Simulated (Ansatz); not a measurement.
# CH₃BFNO: up Jacob's ladder to CCSD(T)

One table from this session's results is given with a row withheld; the runs are named, their logs left out.

The runs use Ansatz 0.2.0, Gaussian basis; functionals in def2-TZVPP, the program's frozen cores in correlated methods.

The runs, in order: LDA (SPW92), PBE-D4, revPBE-D4, BLYP-D4, r2SCAN-D4, B97M-V, PBE0-D4, B3LYP-D4, r2SCANh-D4, r2SCAN0-D4, HSE06-D4, BHLYP-D4, CAM-B3LYP-D4, LC-ωPBE, ωB97X-V, ωB97M-V, B2PLYP, PBE-QIDH; CCSD(T)/def2-SVP; CCSD(T)/def2-TZVPP; MP2/def2-QZVPP; extrapolation to the limit; RPA on PBE.

## The relaxed structure

All runs share one geometry, relaxed beforehand with PBE0-D4 in a triple-zeta def2 set.

8 atoms, charge 0, spin multiplicity 1.

Atoms are counted from 1 here; the program's logs count them from 0.

Bond lengths: N1–B2 1.379 Å, N1–H6 1.006 Å, N1–H7 1.003 Å, B2–O3 1.360 Å, B2–C4 1.506 Å, O3–C4 1.446 Å, C4–F5 1.359 Å, C4–H8 1.087 Å. Angles: B2–N1–H6 122.6°, B2–N1–H7 122.7°, H6–N1–H7 114.7°, N1–B2–O3 139.1°, N1–B2–C4 160.5°, O3–B2–C4 60.4°, B2–O3–C4 64.8°, B2–C4–O3 54.8°, B2–C4–F5 121.0°, B2–C4–H8 128.7°, O3–C4–F5 112.9°, O3–C4–H8 113.4°, F5–C4–H8 109.5°.

Geometry (Å):

```
N    -1.0579    0.8414   -0.7406
B    -0.2183   -0.0092   -0.0528
O    -0.2875   -0.9604    0.9162
C     1.0440   -0.6738    0.4297
F     1.8332   -0.0833    1.3650
H    -2.0477    0.8832   -0.5667
H    -0.7257    1.4899   -1.4305
H     1.5518   -1.5448    0.0240
```

The first run:

Contents of in.yaml:

```yaml
crystal:
  periodic: [false, false, false]
  atoms:
    - {symbol: N, position_ang: [-1.057930, 0.841376, -0.740584]}
    - {symbol: B, position_ang: [-0.218266, -0.009242, -0.052808]}
    - {symbol: O, position_ang: [-0.287542, -0.960421, 0.916171]}
    - {symbol: C, position_ang: [1.043987, -0.673811, 0.429673]}
    - {symbol: F, position_ang: [1.833214, -0.083273, 1.365044]}
    - {symbol: H, position_ang: [-2.047670, 0.883174, -0.566653]}
    - {symbol: H, position_ang: [-0.725653, 1.489854, -1.430507]}
    - {symbol: H, position_ang: [1.551763, -1.544756, 0.023964]}
basis:
  gaussian: {orbitals: def2-TZVPP}
hamiltonian: {xc: lda}
output: {orbitals: {seedname: orbitals}}
```

Launch:

```sh
$ ansatz run in.yaml --threads 2 --pin off --events-out ev --progress --plain --max-ram 4352MiB
```

Among the steps run: LDA; PBE-D4 (GGA); revPBE-D4 (GGA); BLYP-D4 (GGA); r2SCAN-D4 (meta-GGA); B97M-V (meta-GGA); B3LYP-D4 (hybrid); r2SCANh-D4 (hybrid); r2SCAN0-D4 (hybrid); HSE06-D4 (hybrid); BHLYP-D4 (hybrid); CAM-B3LYP-D4 (range-separated); LC-ωPBE (range-separated); ωB97X-V (range-separated); ωB97M-V (range-separated); B2PLYP (double hybrid); PBE-QIDH (double hybrid).

One table of the session follows, with a row left open; its other results are not shown here.

It belongs to the step «Orbital energies across the functionals». 

| functional | HOMO (eV) | LUMO (eV) | gap (eV) |
| --- | --- | --- | --- |
| LDA (SPW92) | -6.52 | -0.37 | 6.15 |
| PBE-D4 | -6.34 | -0.22 | 6.11 |
| revPBE-D4 | -6.26 | -0.19 | 6.07 |
| BLYP-D4 | -6.27 | -0.29 | 5.98 |
| r2SCAN-D4 | -6.61 | 0.32 | 6.93 |
| B97M-V | -6.68 | -0.01 | 6.67 |
| PBE0-D4 | -7.85 | 0.56 | 8.41 |
| B3LYP-D4 | -7.65 | 0.19 | 7.84 |
| r2SCANh-D4 | -7.18 | 0.68 | 7.85 |
| r2SCAN0-D4 | -8.03 | 1.07 | 9.10 |
| HSE06-D4 | -7.44 | 0.21 | 7.65 |
| BHLYP-D4 | -9.32 | 1.08 | 10.40 |
| CAM-B3LYP-D4 | -9.35 | 1.25 | 10.61 |
| LC-ωPBE | -10.69 | 2.55 | 13.24 |
| ωB97X-V | -10.31 | 2.36 | 12.67 |
| ωB97M-V | ? | ? | ? |

Q: Estimate the row for ωB97M-V from the others.

**Answer.** HOMO (eV): -10.21; LUMO (eV): 1.84; gap (eV): 12.04. In the column «HOMO (eV)» it lies between ωB97X-V (-10.31) and CAM-B3LYP-D4 (-9.35).
